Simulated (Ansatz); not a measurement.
**GeH₃O radical: how energies converge with the basis set**

The task here is to estimate one member of a computed series from the others.

Computed with Ansatz 0.2.0, Gaussian basis. Level: one geometry, several basis sets.

Plan: PBE0-D4/def2-SVP; ωB97M-V/def2-SVP; PBE0-D4/def2-QZVPP; ωB97M-V/def2-QZVPP; the functionals' def2-TZVPP values are taken from earlier runs.

### Structure used throughout

An earlier PBE0-D4 in a triple-zeta def2 set relaxation fixed the geometry.

SMILES `[O][GeH3]`, 5 atoms, charge 0, spin multiplicity 2.

Atoms are counted from 1 here; the program's logs count them from 0.

Bond lengths: O1–Ge2 1.795 Å, Ge2–H3 1.536 Å, Ge2–H4 1.536 Å, Ge2–H5 1.537 Å. Angles: O1–Ge2–H3 109.7°, O1–Ge2–H4 109.7°, O1–Ge2–H5 102.4°, H3–Ge2–H4 111.5°, H3–Ge2–H5 111.6°, H4–Ge2–H5 111.6°.

Set-up of the first run:

The input, in.yaml:

```yaml
crystal:
  periodic: [false, false, false]
  atoms:
    - {symbol: O, position_ang: [-1.443947, 0.418578, 0.777294]}
    - {symbol: Ge, position_ang: [0.072258, -0.056317, -0.056877]}
    - {symbol: H, position_ang: [-0.162214, -0.091173, -1.574727]}
    - {symbol: H, position_ang: [0.547956, -1.418134, 0.471541]}
    - {symbol: H, position_ang: [1.035746, 1.073447, 0.341368]}
basis:
  gaussian: {orbitals: def2-SVP}
magnetization: {spin_polarized: true, initial_magnetization: 1}
hamiltonian: {xc: pbe0, dispersion: d4}
output: {orbitals: {seedname: orbitals}}
```

Steps of the session up to this table: PBE0-D4 in def2-SVP; ωB97M-V in def2-SVP; PBE0-D4 in def2-QZVPP; ωB97M-V in def2-QZVPP.

One of the session's tables, all rows but one given; the rest of the session is left out.

It belongs to the step «Functionals by basis». 

| functional | basis | HOMO (eV) | LUMO (eV) |
| --- | --- | --- | --- |
| PBE0-D4 | def2-SVP | -8.17 | -3.87 |
| PBE0-D4 | def2-TZVPP | ? | ? |
| PBE0-D4 | def2-QZVPP | -8.41 | -4.11 |
| ωB97M-V | def2-SVP | -10.53 | -1.56 |
| ωB97M-V | def2-TZVPP | -10.77 | -1.86 |
| ωB97M-V | def2-QZVPP | -10.80 | -1.91 |

Estimate the missing values for PBE0-D4, def2-TZVPP.

As computed: HOMO (eV): -8.38; LUMO (eV): -4.08. In the column «HOMO (eV)» it lies between PBE0-D4, def2-QZVPP (-8.41) and PBE0-D4, def2-SVP (-8.17).
